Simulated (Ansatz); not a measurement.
# TaIn4: the cost of one run

Program: Ansatz 0.2.0. Level of theory: DFT PBE, scalar-relativistic, plane waves, PAW, unless a step names another level. These are calculated values, not measurements.

7 further runs of the same task are left out: 1 that didn't finish, 6 set aside as unsound or not needed.

## 1. Plan

Pauling electronegativities: Ta 1.50, In 1.78 (spread 0.28). It is an alloy, so charge balance gives no guide. Tabulated atomic sizes suggest about 23 Å³/atom. 22 candidates were drawn, by swapping species into database cells of other compounds, at random by space group and Wyckoff sites, or by hand, as the table says:

| name | made from | space group no. | Wyckoff sites | atoms (primitive cell) | V (Å³/atom) |
| --- | --- | --- | --- | --- | --- |
| c01 | random | 123 | Ta 1a; In 2g, 1d, 1b | 5 | 26.2 |
| c02 | built by hand: BaAl4 | 139 | Ta 2a; In 4e, 4d | 5 | 22.6 |
| c03 | database cell of OsCl4 | 65 | Ta 2a; In 4j, 4g | 5 | 21.5 |
| c04 | random | 123 | Ta 1b; In 4l | 5 | 23.4 |
| c05 | random | 193 | Ta 2a; In 6g, 2b | 10 | 28.6 |
| c06 | built by hand: MoNi4 (D1a) | 87 | Ta 2a; In 8h | 5 | 22.6 |
| c07 | random | 191 | Ta 1a; In 3g, 1b | 5 | 29.0 |
| c08 | random | 221 | Ta 1a; In 3c, 1b | 5 | 26.4 |
| c09 | random | 225 | Ta 8c; In 32f | 10 | 23.2 |
| c10 | built by hand: PtHg4 (CrGa4) | 229 | Ta 2a; In 8c | 5 | 22.6 |
| c11 | random | 191 | Ta 1b; In 4h | 5 | 23.9 |
| c12 | database cell of Ba4Rh | 227 | Ta 8b; In 32e | 10 | 31.7 |
| c13 | random | 225 | Ta 8c; In 24e, 4a, 4b | 10 | 27.6 |
| c14 | random | 191 | Ta 1b; In 2c, 2e | 5 | 28.0 |
| c15 | built by hand: Segregated Ta/In (001) slabs | 129 | Ta 2c; In 2c, 2c, 2c, 2c | 10 | 22.8 |
| c16 | random | 191 | Ta 1b; In 2d, 2e | 5 | 29.3 |
| c17 | random | 216 | Ta 4c; In 16e | 5 | 25.8 |
| c18 | random | 65 | Ta 2c; In 8m | 5 | 23.5 |
| c19 | database cell of NbTe4 | 124 | Ta 2a; In 8m | 10 | 23.4 |
| c20 | built by hand: PtPb4 | 125 | Ta 2a; In 8m | 10 | 22.6 |
| c21 | random | 191 | Ta 1b; In 3f, 1a | 5 | 24.5 |
| c22 | random | 221 | Ta 1b; In 3c, 1a | 5 | 27.8 |

## 2. Screening run of c10

Input file input.yaml:

```yaml
crystal:
  lattice:
    - [-3.045, 3.045, 3.045]
    - [3.045, -3.045, 3.045]
    - [3.045, 3.045, -3.045]
  atoms:
    - { symbol: Ta, position: [0.0, 0.0, 0.0] }
    - { symbol: In, position: [0.0, 0.5, 0.0] }
    - { symbol: In, position: [0.5, 0.0, 0.0] }
    - { symbol: In, position: [0.0, 0.0, 0.5] }
    - { symbol: In, position: [0.5, 0.5, 0.5] }
basis:
  ecutwfc: 420
kpoints:
  mp_grid: { grid: [4, 4, 4] }
hamiltonian:
  xc: pbe
scf:
  occupations: { method: gaussian, width: 0.2 }
  lower_state_search: "off"
output:
  forces: true
  stress: true
  eigenvalues: true
relax:
  adjacent_minimum: "off"
  f_tol: 0.08
  max_steps: 16
  cell: { stress_tol: 0.8 }
```

Run with:

```console
ansatz run input.yaml --threads 1 --pin off --max-ram 2560MiB --backend cpu --events-out ev --progress --plain --runs-dir out
```

Q: Estimate wall time and peak memory on 1 thread of Arm Neoverse V2, shared host.

About 12 s, with a peak of 0.4 GiB.
